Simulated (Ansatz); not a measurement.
# TaTe (zincblende): equation of state and elastic constants

An exercise on one series of results from a longer session: the logs are not shown, and one member is left open.

Method: DFT PBEsol, scalar-relativistic, plane waves, PAW, in Ansatz 0.2.0.

## The starting structure

Symmetry: F-43m, No. 216, cubic system. Conventional cell: a = 6.234 Å, b = 6.234 Å, c = 6.234 Å, α = 90.00°, β = 90.00°, γ = 90.00°. Ta (site symmetry -43m) has 4 Te at 2.70 Å as nearest neighbours. Around Te (site symmetry -43m) lie 4 Ta at 2.70 Å.

Coordinates:

```
Ta Te
1.0
     0.00000    3.11685    3.11685
     3.11685    0.00000    3.11685
     3.11685    3.11685    0.00000
Ta Te
1 1
Direct
  0.00000 0.00000 0.00000
  0.25000 0.25000 0.25000
```

An earlier run at PBEsol left this cell at 30.280 Å³/atom and -0.01 GPa (8×8×8 mesh).

Volume factors to run: 0.980, 1.020, 0.960, 1.040.

The first run:

input.yaml reads:

```yaml
crystal:
  lattice:
    - [0.0, 3.0959343239, 3.0959343239]
    - [3.0959343239, 0.0, 3.0959343239]
    - [3.0959343239, 3.0959343239, 0.0]
  atoms:
    - { symbol: Ta, position: [0.0, 0.0, 0.0], spin: 1.29 }
    - { symbol: Te, position: [0.25, 0.25, 0.25] }
basis:
  ecutwfc: 420
  ecutrho_ratio: 4
kpoints:
  mp_grid: { grid: [8, 8, 8] }
hamiltonian:
  xc: pbesol
scf:
  occupations: { method: gaussian, width: 0.05 }
output:
  forces: true
  stress: true
  eigenvalues: true
  populations: true
magnetization:
  spin_polarized: true
```

Steps of the session up to this table: At 0.980 of the relaxed volume; Volume × 1.020; Scaling the volume by 0.960; Scaling the volume by 1.040.

One of the session's tables, all rows but one given; the rest of the session is left out.

| volume (Å³/atom) | energy (meV/atom) | pressure (GPa) | moment of atom 1 (μB) |
| --- | --- | --- | --- |
| 29.068 | 9.44 | 2.88 | 1.00 |
| 29.674 | ? | ? | ? |
| 30.280 | 0.00 | -0.01 | 1.17 |
| 30.885 | 2.91 | -1.54 | 1.19 |
| 31.491 | 11.39 | -2.91 | 1.20 |

Estimate the missing values for volume (Å³/atom) = 29.674.

Worked estimate for «energy (meV/atom)». A straight line through the neighbours (29.068, 9.44) and (30.280, 0.00) gives 9.44 + (0.00 − 9.44) × (29.674 − 29.068) / (30.280 − 29.068) = 4.72; a parabola fitted to 3 rows on both sides gives 2.17.

As computed: energy (meV/atom): 2.40; pressure (GPa): 1.08; moment of atom 1 (μB): 1.03. In «energy (meV/atom)» the line misses by +2.32 and the parabola by -0.23.

volume (Å³/atom), energy (meV/atom) and a bar:
```
    29.07        9.4 #########################
    29.67        2.4 ######
    30.28        0.0 
    30.89        2.9 ########
    31.49       11.4 ##############################
```

To keep in mind: Spin–orbit coupling is left out, though the cell holds Ta; in elements this heavy it can shift levels and gaps by tenths of an eV. Warnings in the runs' records: stability check not made.
